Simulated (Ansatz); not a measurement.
**AlH4NS2: small, medium and large basis sets**

Aim: see how fast density functionals and correlated methods converge with the basis set for AlH4NS2.

Method: one geometry, several basis sets; program: Ansatz 0.2.0, Gaussian basis.

Levels to be run: PBE0-D4/def2-SVP; ωB97M-V/def2-SVP; PBE0-D4/def2-QZVPP; ωB97M-V/def2-QZVPP; CCSD(T)/cc-pV(D+d)Z; CCSD(T)/cc-pV(T+d)Z; CCSD(T)/cc-pV(Q+d)Z; the functionals' def2-TZVPP values are taken from earlier runs.

### 1 The geometry

All runs share one geometry, relaxed beforehand with PBE0-D4 in a triple-zeta def2 set.

SMILES `[NH2][Al]([SH])[SH]`, 8 atoms, charge 0, spin multiplicity 1.

Atoms are counted from 1 here; the program's logs count them from 0.

Bond lengths: N1–Al2 1.759 Å, N1–H5 1.006 Å, N1–H6 1.007 Å, Al2–S3 2.184 Å, Al2–S4 2.181 Å, S3–H7 1.344 Å, S4–H8 1.344 Å. Angles: Al2–N1–H5 125.4°, Al2–N1–H6 124.2°, H5–N1–H6 110.4°, N1–Al2–S3 122.1°, N1–Al2–S4 119.0°, S3–Al2–S4 118.9°, Al2–S3–H7 93.2°, Al2–S4–H8 92.7°.

Coordinates:

```csv
atom,x (Å),y (Å),z (Å)
N1,-0.55473,1.41359,-0.09003
Al2,-0.07231,-0.27672,-0.01536
S3,2.01581,-0.87856,0.20520
S4,-1.60717,-1.82090,-0.14827
H5,0.07014,2.20107,-0.04900
H6,-1.50694,1.72632,-0.18717
H7,2.45659,0.39084,0.24931
H8,-0.70930,-2.81283,-0.02048
```

### 2 PBE0-D4 in def2-SVP

File in.yaml:

```yaml
crystal:
  periodic: [false, false, false]
  atoms:
    - {symbol: N, position_ang: [-0.554729, 1.413586, -0.090028]}
    - {symbol: Al, position_ang: [-0.072314, -0.276722, -0.015360]}
    - {symbol: S, position_ang: [2.015810, -0.878564, 0.205202]}
    - {symbol: S, position_ang: [-1.607170, -1.820899, -0.148275]}
    - {symbol: H, position_ang: [0.070145, 2.201068, -0.048999]}
    - {symbol: H, position_ang: [-1.506936, 1.726316, -0.187173]}
    - {symbol: H, position_ang: [2.456592, 0.390844, 0.249312]}
    - {symbol: H, position_ang: [-0.709299, -2.812830, -0.020480]}
basis:
  gaussian: {orbitals: def2-SVP}
hamiltonian: {xc: pbe0, dispersion: d4}
output: {orbitals: {seedname: orbitals}}
```

Launch:

```
> ansatz run in.yaml --threads 2 --pin off --events-out ev --progress --plain --max-ram 32768MiB --backend cpu
```

The runs that follow: ωB97M-V in def2-SVP; PBE0-D4 in def2-QZVPP; ωB97M-V in def2-QZVPP; CCSD(T) in cc-pV(D+d)Z; CCSD(T) in cc-pV(T+d)Z; CCSD(T) in cc-pV(Q+d)Z.

Q: Predict the results of all the runs planned. Wanted: MP2 correlation recovered, cc-pV(D+d)Z; MP2 correlation recovered, cc-pV(T+d)Z; MP2 correlation recovered, cc-pV(Q+d)Z; CCSD(T) limit from def2 sets; PBE0-D4: double and triple zeta above quadruple; ωB97M-V: double and triple zeta above quadruple.

**Answer**, as computed:

```
                                                                 quantity           value
                                   MP2 correlation recovered, cc-pV(D+d)Z          68.4 %
                                   MP2 correlation recovered, cc-pV(T+d)Z          87.8 %
                                   MP2 correlation recovered, cc-pV(Q+d)Z          94.9 %
CCSD(T) limit from def2 sets (earlier runs) less the limit of this series        -147 meV
                          PBE0-D4: double and triple zeta above quadruple  12.80, 0.97 eV
                          ωB97M-V: double and triple zeta above quadruple  12.77, 0.93 eV
```

In words: PBE0-D4 gains 11.84 eV from double to triple zeta, then 0.97 eV more. Correlation climbs from 68 % (cc-pV(D+d)Z) to 95 % (cc-pV(Q+d)Z) of the limit; Hartree-Fock is 0.116 eV from its own by then. A limit from the def2 sets, made apart, differs by 147 meV, a least measure of the doubt on such a limit. Total energies overstate the basis error of differences, where much of it tends to cancel. The LUMO of ωB97M-V is positive and keeps falling with the basis (1.62 to 0.79 eV): an unbound level that the basis holds in place.
